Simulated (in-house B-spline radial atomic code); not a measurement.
# Ta⁺ in a hard spherical wall

Wanted: the cost of confining Ta⁺, radius by radius. More than one configuration is followed.

Method: non-relativistic PBE, spin-polarised, spherical fractional occupations, point nucleus, basis-set limit. Code: in-house B-spline radial atomic code version 1.

### Step 1. What is computed

* element: tantalum (Z = 73)
* charge: +1
* electrons: 72
* configuration: [Xe] 4f14 5d3 6s1
* Hamiltonian: non-relativistic
* nucleus: point

The outer shells:

[Xe] 4f14 5d3 6s1
```
[Xe] core
4f [↑↓][↑↓][↑↓][↑↓][↑↓][↑↓][↑↓]
5d [↑ ][↑ ][↑ ][  ][  ]
6s [↑ ]
```

Where spins are not typed, each open shell is filled with up spins first.

The run's settings:

```ini
Z = 73
electrons = 72.0
configuration = [Xe] 4f14 5d3 6s1
hamiltonian = nr
method = pbe,pbe
spin_polarised = True
```

The reference is known from an earlier run: -14803.292031 hartree in all. Up to eight levels, counted from the top:

```csv
orbital,occupation,energy (eV),<r> (bohr)
5s up,1,-67.678,1.209
5s down,1,-66.178,1.200
5p up,3,-44.739,1.347
5p down,3,-42.958,1.335
4f up,7,-39.092,0.6198
4f down,7,-38.814,0.6158
5d up,3,-12.238,2.025
6s up,1,-10.940,3.286
```

### Step 2. Wall at 4.63 bohr, configuration [Xe] 4f14 5d3 6s1

The run's settings:

```ini
Z = 73
electrons = 72.0
configuration = [Xe] 4f14 5d3 6s1
hamiltonian = nr
method = pbe,pbe
spin_polarised = True
wall_radius = 4.63
```

### Step 3. Wall at 2.48 bohr, configuration [Xe] 4f14 5d3 6s1

Settings: those of step 2 with these lines changed.

```diff
@@ -6,2 +6,2 @@
 spin_polarised = True
-wall_radius = 4.63
+wall_radius = 2.48
```

### Step 4. Wall at 4.63 bohr, configuration [Kr] 4d10 4f14 5s2 5p5 5d4 6s1

The run's settings:

```ini
Z = 73
electrons = 72.0
configuration = [Kr] 4d10 4f14 5s2 5p5 5d4 6s1
hamiltonian = nr
method = pbe,pbe
spin_polarised = True
wall_radius = 4.63
```

### Step 5. Wall at 2.48 bohr, configuration [Kr] 4d10 4f14 5s2 5p5 5d4 6s1

Settings: those of step 4 with these lines changed.

```diff
@@ -6,2 +6,2 @@
 spin_polarised = True
-wall_radius = 4.63
+wall_radius = 2.48
```

### Step 6. Wall at 4.63 bohr, configuration [Xe] 4f14 5d2 6s1 6f1

The run's settings:

```ini
Z = 73
electrons = 72.0
configuration = [Xe] 4f14 5d2 6s1 6f1
hamiltonian = nr
method = pbe,pbe
spin_polarised = True
wall_radius = 4.63
```

### Step 7. Wall at 2.48 bohr, configuration [Xe] 4f14 5d2 6s1 6f1

Settings: those of step 6 with these lines changed.

```diff
@@ -6,2 +6,2 @@
 spin_polarised = True
-wall_radius = 4.63
+wall_radius = 2.48
```

**Question.** What do the energy and the highest level do as the wall closes in, and which configuration is lower at each radius?

The runs gave:

| configuration | radius (bohr) | energy above the free system (eV) | pressure (GPa) | highest level (eV) |
| --- | --- | --- | --- | --- |
| [Xe] 4f14 5d3 6s1 | 4.63 | 4.255 | 23.5 | -6.794 (6s up) |
| [Xe] 4f14 5d3 6s1 | 2.48 | 130.11 | 3687 | 60.994 (6s up) |
| [Kr] 4d10 4f14 5s2 5p5 5d4 6s1 | 4.63 | 34.399 | 23.2 | -7.348 (6s up) |
| [Kr] 4d10 4f14 5s2 5p5 5d4 6s1 | 2.48 | 165.37 | 3828 | 60.053 (6s up) |
| [Xe] 4f14 5d2 6s1 6f1 | 4.63 | 53.700 | 95.8 | 37.916 (6f up) |
| [Xe] 4f14 5d2 6s1 6f1 | 2.48 | 288.64 | 5458 | 174.90 (6f up) |

**Reading.** For [Xe] 4f14 5d3 6s1 the energy above the free reference is 4.255 eV at 4.63 bohr and 130.11 eV at 2.48 bohr, where the electrons press on it with 3687 GPa. Its highest level passes zero between 4.63 and 2.48 bohr; in smaller spheres the level is positive, pushed up by confinement, and the wall keeps the electron in. Of [Xe] 4f14 5d3 6s1 and [Kr] 4d10 4f14 5s2 5p5 5d4 6s1, the first stays lower at every radius that both share. At 2.48 bohr the lowest of all 3 is [Xe] 4f14 5d3 6s1. A hard wall is a crude model of an atom's surroundings.
